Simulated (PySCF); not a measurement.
# NbN₅H₁₀: NMR shieldings

Wanted: NMR shieldings for NbN₅H₁₀ (`[NH2][Nb]([NH2])([NH2])([NH2])[NH2]`).

Programs: PySCF 2.14.0, with routines of our own; each step states its level. All values are computed. Atoms count from 0.

1 further run of the same task is left out (for a basis unfit for spin-orbit shieldings).

## 1. The starting structure

16 atoms, charge 0, multiplicity 1; geometry from: GFN2-xTB.

## 2. NMR shieldings: PBE0/pcSseg-1 Nb:x2c-TZVPall-2c, spin-free

The job: settings as JSON, then the geometry in Å.

```
{"job": {"kind": "hnmr", "xc": "PBE0", "basis": {"default": "pcSseg-1", "Nb": "x2c-TZVPall-2c"}, "rel": "sf"}, "charge": 0, "multiplicity": 1}
Nb    -0.032350    -0.057270     0.001080
N      0.001580     0.162960     1.982780
H      0.224070    -0.589220     2.636630
H     -0.030460     1.017570     2.538650
N      0.093620     0.007600    -1.988140
H     -0.677740    -0.227570    -2.614190
H      0.822440     0.406270    -2.579520
N      1.977180    -0.087180    -0.029110
H      2.552600    -0.268570    -0.848640
H      2.597640     0.164390     0.737090
N     -1.129660     1.626750    -0.013200
H     -1.254340     2.261380    -0.798410
H     -1.581290     2.043320     0.798450
N     -0.994920    -1.805010     0.049310
H     -1.806790    -2.024030     0.624460
H     -0.761580    -2.631400    -0.497250
```

Method: PBE0/pcSseg-1 Nb:x2c-TZVPall-2c GIAO NMR shielding, spin-free X2C, Gaussian nuclei, gas phase.

Command:

```
$ OMP_NUM_THREADS=1 python heavy_run.py task.json out
```

This one command runs all jobs of the session in turn.

Log:

```text
spin-free SCF
coarse grid: 58496 points
cycle   1  E = -4098.6851464342  dE =  1.596e-01  |g| = 9.482e-01  |ddm| = 3.872e+00
cycle   2  E = -4098.5359728016  dE =  1.492e-01  |g| = 1.255e+00  |ddm| = 1.967e+00
cycle   3  E = -4098.8954160550  dE = -3.594e-01  |g| = 6.768e-02  |ddm| = 1.211e+00
cycle   4  E = -4098.8954565201  dE = -4.047e-05  |g| = 6.467e-02  |ddm| = 7.741e-02
cycle   5  E = -4098.8961829924  dE = -7.265e-04  |g| = 1.626e-02  |ddm| = 4.820e-02
cycle   6  E = -4098.8962268015  dE = -4.381e-05  |g| = 9.119e-03  |ddm| = 1.641e-02
cycle   7  E = -4098.8962444264  dE = -1.762e-05  |g| = 2.007e-03  |ddm| = 6.412e-03
cycle   8  E = -4098.8962452401  dE = -8.137e-07  |g| = 3.488e-04  |ddm| = 1.616e-03
final grid: 123088 points
cycle   9  E = -4098.8958254644  dE = -4.268e-08  |g| = 5.451e-04  |ddm| = 2.230e-03
cycle  10  E = -4098.8958252722  dE =  1.922e-07  |g| = 1.081e-03  |ddm| = 1.070e-03
cycle  11  E = -4098.8958255295  dE = -2.573e-07  |g| = 1.199e-04  |ddm| = 7.120e-04
cycle  12  E = -4098.8958255321  dE = -2.529e-09  |g| = 2.284e-05  |ddm| = 8.335e-05
converged SCF energy = -4098.8958255321
check of the scalar solution
cycle   1  E = -4098.8958255321  dE = -4.099e+03  |FDS-SDF| = 2.284e-05
cycle   2  E = -4098.8958255319  dE =  2.055e-10  |FDS-SDF| = 4.112e-05
converged, E = -4098.8958255319

Field gradients (au) and densities at the nuclei (bohr^-3)
atom        Vxx        Vyy        Vzz        centre      nuclear mean
  0 Nb     0.8173     0.8401    -1.6574      74294.021      74121.991
  1 N     -0.0630    -0.4708     0.5338        185.912        185.912
  2 H     -0.1748    -0.2212     0.3960          0.367          0.367
  3 H     -0.1771    -0.2220     0.3991          0.368          0.368
  4 N     -0.0613    -0.4736     0.5349        185.911        185.911
  5 H     -0.1750    -0.2217     0.3967          0.367          0.367
  6 H     -0.1774    -0.2225     0.3999          0.369          0.369
  7 N      0.1413     0.5315    -0.6728        185.782        185.782
  8 H     -0.1743    -0.2316     0.4059          0.369          0.369
  9 H     -0.1752    -0.2306     0.4058          0.367          0.367
 10 N      0.1400     0.5315    -0.6715        185.783        185.783
 11 H     -0.1756    -0.2309     0.4064          0.367          0.367
 12 H     -0.1740    -0.2311     0.4050          0.369          0.369
 13 N      0.0953     0.5605    -0.6558        185.774        185.774
 14 H     -0.1736    -0.2289     0.4025          0.365          0.365
 15 H     -0.1747    -0.2301     0.4048          0.365          0.365
without picture change
  0 Nb                          -1.7420                    130849.613

Core orbital energies (eV)
atom   shell        mean    spread
  0 Nb 1s       -18859.127   0.000
  0 Nb 2s        -2658.855   0.000
  0 Nb 3s         -453.701   0.000
  0 Nb 4s          -64.118   0.000
  0 Nb 2p        -2373.423   0.004
  0 Nb 3p         -359.644   0.014
  0 Nb 4p          -38.893   0.119
  0 Nb 3d         -205.547   0.010

Shielding tensors (ppm)
atom      isotropic    diamagn.    paramagn.     s11        s22        s33       span
  0 Nb     -141.50     3886.22    -4027.72    -652.62     -54.71     282.83     935.45
  1 N        83.64      322.83     -239.19    -142.95     188.46     205.40     348.34
  2 H        26.33       31.53       -5.19      23.09      26.01      29.91       6.82
  3 H        26.86       32.27       -5.41      22.61      26.22      31.74       9.13
  4 N        84.15      322.80     -238.65    -141.70     188.71     205.44     347.14
  5 H        26.36       31.54       -5.17      23.15      26.03      29.91       6.77
  6 H        26.89       32.29       -5.41      22.64      26.24      31.79       9.15
  7 N       119.82      321.24     -201.43     -50.17     198.24     211.38     261.55
  8 H        27.45       32.15       -4.70      25.11      26.10      31.15       6.04
  9 H        27.00       31.46       -4.46      23.53      25.31      32.16       8.63
 10 N       119.67      321.27     -201.60     -50.44     198.31     211.14     261.59
 11 H        27.01       31.46       -4.45      23.56      25.32      32.15       8.59
 12 H        27.44       32.12       -4.68      25.09      26.10      31.14       6.06
 13 N       115.01      323.94     -208.93     -76.24     200.94     220.33     296.56
 14 H        27.21       31.34       -4.13      23.81      26.37      31.43       7.63
 15 H        27.22       31.37       -4.15      23.81      26.38      31.46       7.65
```

Run time: 72 s. Hardware: 1 thread of Intel Xeon Platinum 8375C at 2.90GHz, shared host; peak memory 1.1 GiB.

## 3. What came out

| quantity | value |
| --- | --- |
| shieldings (step 2, PBE0/pcSseg-1 Nb:x2c-TZVPall-2c, spin-free) | Nb0 -141.5, N1 83.6, N4 84.2, N7 119.8, N10 119.7, N13 115.0 ppm |

In step 2, Nb0 has the widest tensor, 935 ppm. The geometry comes from tight binding, which is rough for metal atoms, and these values hang on it.
